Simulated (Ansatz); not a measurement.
Working through the Heisenberg exchange couplings of GaFe, space group P-6m2

Computed with Ansatz 0.2.0 through its Python package.

Typed at the interpreter:
```pycon
>>> import warnings
>>> import ansatz as az
>>> import numpy as np
>>> CUTOFF_EV = 470
>>> MESH = (14, 14, 8)
>>> FUNCTIONAL = "pbesol"
>>> SMEARING = "fermi_dirac"
>>> WIDTH_EV = 0.15
>>> warnings.simplefilter("ignore", az.DeckWarning)
>>> cell = (
...     az.Lattice.from_parameters(2.748131, 2.748131, 4.030782, alpha=90, beta=90, gamma=120)
...     .space_group(187)
...     .atom("Ga", [0.0, 0.0, 0.5])
...     .atom("Fe", [2 / 3, 1 / 3, 0.0])
...     .moments(Fe=2.4)
... )
>>> cell.resolved().sites[-1]
Site(symbol='Fe', position=(0.6666666666666666, 0.3333333333333333, 0.0), moment=None, axis=None, held=None, saved=None)
>>> model = cell.calculation()
>>> model = model.basis(CUTOFF_EV)
>>> model = model.kpoints(*MESH, center="gamma")
>>> model = model.spin("collinear")
>>> model = model.functional(FUNCTIONAL).occupations(SMEARING, width=WIDTH_EV)
>>> model = model.eigenstates(nscf_kmesh=(8, 8, 5))
>>> model = model.exchange_couplings(magnetic=["Fe"])
>>> couplings = model.run(threads=1).exchange_couplings().to_plain()
>>> for atom in couplings["atoms"]:
...     print(atom["site"]["symbol"], atom["role"], "moment", round(atom["moment_mub"], 3), "muB")
...
Ga relaxed moment -0.01 muB
Fe magnetic moment 1.973 muB
>>> shells = {}
>>> for pair in couplings["pairs"]:
...     key = (pair["site"], pair["partner"], round(float(np.linalg.norm(pair["displacement_ang"])), 2))
...     shells.setdefault(key, []).append(1000 * pair["coupling_ev"])
...
>>> print("site partner distance (A)  count  mean J (meV)")
site partner distance (A)  count  mean J (meV)
>>> for (i, j, d), values in sorted(shells.items(), key=lambda item: item[0][2])[:8]:
...     print(f"{i:4d} {j:7d} {d:12.2f} {len(values):6d} {np.mean(values):13.3f}")
...
   1       1         2.75      6        16.344
   1       1         4.03      2        -5.083
   1       1         4.76      6         0.052
   1       1         4.88     12         0.807
   1       1         5.50      6         0.612
   1       1         6.24     12        -0.499
   1       1         6.82     12         0.028
   1       1         7.27     12         0.029
>>> print("mean-field order:", couplings["mean_field_order"])
mean-field order: {'temperature_k': 819.5846600856089, 'q_frac': [0.0, 0.0, 0.2]}
```

Reading the output:
- The magnetic order follows from the starting moments and needn't be the lowest.
- The smearing is wide enough that free energy and stress hold a thermal part of the electrons.
- The structure comes from a database of computed cells and needn't be a stable or known phase.
- The couplings are those of E = -sum over i != j of J_ij e_i.e_j for unit vectors, so J > 0 favours parallel moments. Couplings oscillate with the k-mesh and hold for small turns from this magnetic state; mean-field temperatures overestimate ordering, and where the couplings favour a wavevector other than zero the state started from isn't the stable order.
- The whole script took 96 s on 1 thread of Arm Neoverse N1, with other jobs on the host, peak memory 0.87 GiB.
